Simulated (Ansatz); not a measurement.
# C: the cost of one run

Program: Ansatz 0.2.0. Level of theory: DFT r2SCAN, scalar-relativistic, plane waves, PAW. These are calculated values, not measurements.

2 further runs of the same task are left out: 2 set aside as unsound or not needed.

## Step 1: The structure to begin with

It takes space group Fd-3m (No. 227, cubic). Conventional cell: a = 3.560 Å, b = 3.560 Å, c = 3.560 Å, α = 90.00°, β = 90.00°, γ = 90.00°. C (site symmetry -43m) has 4 C at 1.54 Å as nearest neighbours.

Coordinates:

```cif
data_structure
_symmetry_space_group_name_H-M 'P 1'
_symmetry_Int_Tables_number 1
_cell_length_a 2.5175
_cell_length_b 2.5175
_cell_length_c 12.3332
_cell_angle_alpha 90.000
_cell_angle_beta 90.000
_cell_angle_gamma 60.000
_cell_volume 67.69
loop_
_atom_site_label
_atom_site_type_symbol
_atom_site_fract_x
_atom_site_fract_y
_atom_site_fract_z
_atom_site_occupancy
C1 C 0.66667 0.66667 0.41667 1
C2 C 0.00000 0.00000 0.25000 1
C3 C 0.33333 0.33333 0.58333 1
C4 C 0.66667 0.66667 0.91667 1
C5 C 0.00000 0.00000 0.75000 1
C6 C 0.33333 0.33333 0.08333 1
C7 C 0.66667 0.66667 0.54167 1
C8 C 0.00000 0.00000 0.37500 1
C9 C 0.33333 0.33333 0.70833 1
C10 C 0.66667 0.66667 0.04167 1
C11 C 0.00000 0.00000 0.87500 1
C12 C 0.33333 0.33333 0.20833 1
```

It is built from the cell relaxed beforehand with the same method (5.64 Å³/atom).

## Step 2: Zero of energy

The cell is repeated 6 times, 12 atoms in all. The reference gives a free energy of -3018.6689 eV, pressure 0.00 GPa, largest force 0.000 eV/Å and gap on the mesh 4.41 eV. It was computed beforehand with the settings of the runs below.

## Step 3: The scan: pulling the crystal apart

The cut lies on the cell's a–b face, a (1 1 1) plane of area 5.49 Å², between layers 1.54 Å apart (C below, C above); the cell is 12.3 Å thick. Vector c is lengthened by d along the normal with the atoms' Cartesian places fixed: one unrelaxed cut per cell.

## Step 4: At d = 1.00 Å

input.yaml reads:

```yaml
crystal:
  lattice:
    - [1.7801417073, -1.7801417073, 0.0]
    - [1.7801417073, 0.0, -1.7801417073]
    - [7.6979170985, 7.6979170985, 7.6979170985]
  atoms:
    - { symbol: C, position: [0.6666666667, 0.6666666667, 0.2505514384] }
    - { symbol: C, position: [0.0, 0.0, 0.0963849122] }
    - { symbol: C, position: [0.3333333333, 0.3333333333, 0.4047179646] }
    - { symbol: C, position: [0.6666666667, 0.6666666667, 0.7130510171] }
    - { symbol: C, position: [1.0, 1.0, 0.5588844909] }
    - { symbol: C, position: [0.3333333333, 0.3333333333, 0.8672175433] }
    - { symbol: C, position: [0.6666666667, 0.6666666667, 0.3661763331] }
    - { symbol: C, position: [1.0, 1.0, 0.2120098069] }
    - { symbol: C, position: [0.3333333333, 0.3333333333, 0.5203428593] }
    - { symbol: C, position: [0.6666666667, 0.6666666667, 0.8286759117] }
    - { symbol: C, position: [0.0, 0.0, 0.6745093855] }
    - { symbol: C, position: [0.3333333333, 0.3333333333, 0.0578432806] }
basis:
  ecutwfc: 500
kpoints:
  mp_grid: { grid: [10, 10, 2] }
hamiltonian:
  xc: r2scan
scf:
  occupations: { method: gaussian, width: 0.05 }
output:
  forces: true
  stress: true
  eigenvalues: true
```

On the command line:

```
> ansatz run input.yaml --threads 2 --pin off --max-ram 5120MiB --backend cpu --events-out ev --progress --plain --runs-dir out
```

What time and memory should one allow on 2 threads of Arm Neoverse V1, shared host?

About 6.1 s, with a peak of 0.52 GiB.
